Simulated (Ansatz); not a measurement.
# ClGaH2O: ionisation energy by level of theory

One table from this session's results is given with a row withheld; the runs are named, their logs left out.

Program: Ansatz 0.2.0, Gaussian basis. Level of theory: unrestricted cation, the program's frozen cores in correlated methods. These are calculated values, not measurements.

Levels to be run: UKS PBE-D4/def2-TZVPP; UKS r2SCAN-D4/def2-TZVPP; UKS PBE0-D4/def2-TZVPP; UKS B3LYP-D4/def2-TZVPP; UKS wB97X-V/def2-TZVPP; UKS wB97M-V/def2-TZVPP; UKS B2PLYP/def2-TZVPP; UHF-CCSD(T)/def2-TZVPP; UHF-MP2/def2-QZVPP; extrapolation to the limit; then −ε(HOMO) from the neutral's earlier runs with LDA (SPW92), PBE-D4, revPBE-D4, BLYP-D4, r2SCAN-D4, B97M-V, PBE0-D4, B3LYP-D4, r2SCANh-D4, r2SCAN0-D4, HSE06-D4, BHLYP-D4, CAM-B3LYP-D4, LC-ωPBE, ωB97X-V, ωB97M-V.

### The relaxed structure

An earlier PBE0-D4 in a triple-zeta def2 set relaxation fixed the geometry.

SMILES `[OH][GaH][Cl]`, 5 atoms, charge 0, spin multiplicity 1.

Atoms are counted from 1 here; the program's logs count them from 0.

Bond lengths: O1–Ga2 1.772 Å, O1–H4 0.960 Å, Ga2–Cl3 2.145 Å, Ga2–H5 1.541 Å. Angles: Ga2–O1–H4 113.5°, O1–Ga2–Cl3 115.0°, O1–Ga2–H5 122.5°, Cl3–Ga2–H5 122.5°.

Set-up of the first run:

in.yaml reads:

```yaml
crystal:
  periodic: [false, false, false]
  atoms:
    - {symbol: O, position_ang: [-1.152400, 0.516043, -0.496905]}
    - {symbol: Ga, position_ang: [0.469975, 0.208136, 0.146209]}
    - {symbol: Cl, position_ang: [0.927459, -1.856566, 0.504638]}
    - {symbol: H, position_ang: [-1.672285, -0.281767, -0.622279]}
    - {symbol: H, position_ang: [1.477151, 1.340555, 0.426935]}
basis:
  gaussian: {orbitals: def2-TZVPP}
total_charge: 1
magnetization: {spin_polarized: true, initial_magnetization: 1}
hamiltonian: {xc: pbe, dispersion: d4}
```

Among the steps run: Cation, UKS PBE-D4/def2-TZVPP; Cation, UKS r2SCAN-D4/def2-TZVPP; Cation, UKS PBE0-D4/def2-TZVPP; Cation, UKS B3LYP-D4/def2-TZVPP; Cation, UKS wB97X-V/def2-TZVPP; Cation, UKS wB97M-V/def2-TZVPP; Cation, UKS B2PLYP (frozen core)/def2-TZVPP; Cation, UHF-CCSD(T)/def2-TZVPP; Cation, UHF-MP2/def2-QZVPP.

One table of the session follows, with a row left open; its other results are not shown here.

It belongs to the step «Ionisation energies side by side». Orbital estimates, from the neutral's runs:

| functional | −ε(HOMO) (eV) |
| --- | --- |
| LDA (SPW92) | ? |
| PBE-D4 | 7.50 |
| revPBE-D4 | 7.44 |
| BLYP-D4 | 7.35 |
| r2SCAN-D4 | 7.86 |
| B97M-V | 7.95 |
| PBE0-D4 | 8.95 |
| B3LYP-D4 | 8.67 |
| r2SCANh-D4 | 8.39 |
| r2SCAN0-D4 | 9.19 |
| HSE06-D4 | 8.54 |
| BHLYP-D4 | 10.26 |
| CAM-B3LYP-D4 | 10.34 |
| LC-ωPBE | 11.77 |
| ωB97X-V | 11.39 |
| ωB97M-V | 11.23 |

Estimate the missing values for LDA (SPW92).

The run gave: −ε(HOMO) (eV): 7.66. In the column «−ε(HOMO) (eV)» it lies between PBE-D4 (7.50) and r2SCAN-D4 (7.86).
